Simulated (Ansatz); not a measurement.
# Al2BN3: the cost of one run

Computed with Ansatz 0.2.0 (DFT PBEsol, scalar-relativistic, plane waves, PAW, unless a step's input says otherwise).

1 further run of the same task is left out (set aside as unsound or not needed). Runs told in other sessions of the task aren't counted.

**1. The system as given**

It takes space group Cm (No. 8, monoclinic). Conventional cell: a = 11.486 Å, b = 3.136 Å, c = 7.422 Å, α = 90.00°, β = 104.79°, γ = 90.00°. Al (site symmetry m) is surrounded by 4 N at 1.89 to 1.91 Å. Al (site symmetry m) has 4 N at 1.89 to 1.90 Å in its first shell of neighbours. Around Al (site symmetry m) lie 4 N at 1.90 to 1.91 Å. Around Al (site symmetry m) lie 4 N at 1.90 Å. Ga (site symmetry m) is surrounded by 4 N at 1.93 to 1.96 Å. N (site symmetry m) is surrounded by 3 Al at 1.90 Å and 1 Ga at 1.96 Å. Only part of the 12 independent sites is listed.

Coordinates:

```
Al Ga N
1.0
     5.74321   -1.56788    0.00091
     5.74321    1.56788    0.00091
    -1.89621    0.00000    7.17535
Al Ga N
4 2 6
Direct
  0.94421 0.94421 0.38923
  0.88893 0.88893 0.77670
  0.22314 0.22314 0.44451
  0.55405 0.55405 0.11303
  0.27708 0.27708 0.05762
  0.60965 0.60965 0.72179
  0.14761 0.14761 0.18500
  0.48165 0.48165 0.85245
  0.81833 0.81833 0.51506
  0.76440 0.76440 0.90172
  0.09530 0.09530 0.56471
  0.43101 0.43101 0.24298
```

It goes back to an entry of the Materials Project, which need not be the stable form.

This cell was relaxed beforehand with the same method: volume 10.77 Å³/atom, gap on the mesh 3.26 eV.

**2. Ga → B: the starting cell**

Al2BN3 starts from the relaxed positions of Al2GaN3, with all lengths scaled by 0.958, a guess from tabulated radii.

**3. A first look at the start (Al2BN3)**

input.yaml

```yaml
crystal:
  lattice:
    - [5.5017705889, -1.5019656664, 0.0008732658]
    - [5.5017705889, 1.5019656664, 0.0008732658]
    - [-1.8164981914, 0.0, 6.8737049634]
  atoms:
    - { symbol: Al, position: [0.9442094831, 0.9442094831, 0.3892317945] }
    - { symbol: Al, position: [0.8889313903, 0.8889313903, 0.7767015035] }
    - { symbol: Al, position: [0.2231418107, 0.2231418107, 0.4445132115] }
    - { symbol: Al, position: [0.5540491768, 0.5540491768, 0.1130296849] }
    - { symbol: B, position: [0.2770821304, 0.2770821304, 0.0576223523] }
    - { symbol: B, position: [0.6096504595, 0.6096504595, 0.7217877027] }
    - { symbol: "N", position: [0.1476133206, 0.1476133206, 0.1850004133] }
    - { symbol: "N", position: [0.4816489576, 0.4816489576, 0.8524466909] }
    - { symbol: "N", position: [0.8183309531, 0.8183309531, 0.515058764] }
    - { symbol: "N", position: [0.7644028745, 0.7644028745, 0.9017209728] }
    - { symbol: "N", position: [0.095297103, 0.095297103, 0.5647077553] }
    - { symbol: "N", position: [0.4310073403, 0.4310073403, 0.2429801444] }
basis:
  ecutwfc: 420
kpoints:
  mp_grid: { grid: [6, 6, 4] }
hamiltonian:
  xc: pbesol
scf:
  occupations: { method: gaussian, width: 0.1 }
output:
  forces: true
  stress: true
  eigenvalues: true
```

Command:

```console
> ansatz run input.yaml --threads 2 --pin off --max-ram 5120MiB --backend cpu --events-out ev --progress --plain --runs-dir out
```

Q: Estimate wall time and peak memory on 2 threads of Intel Xeon 6975P-C (Granite Rapids), shared host.

About 3.4 s, with a peak of 0.47 GiB.
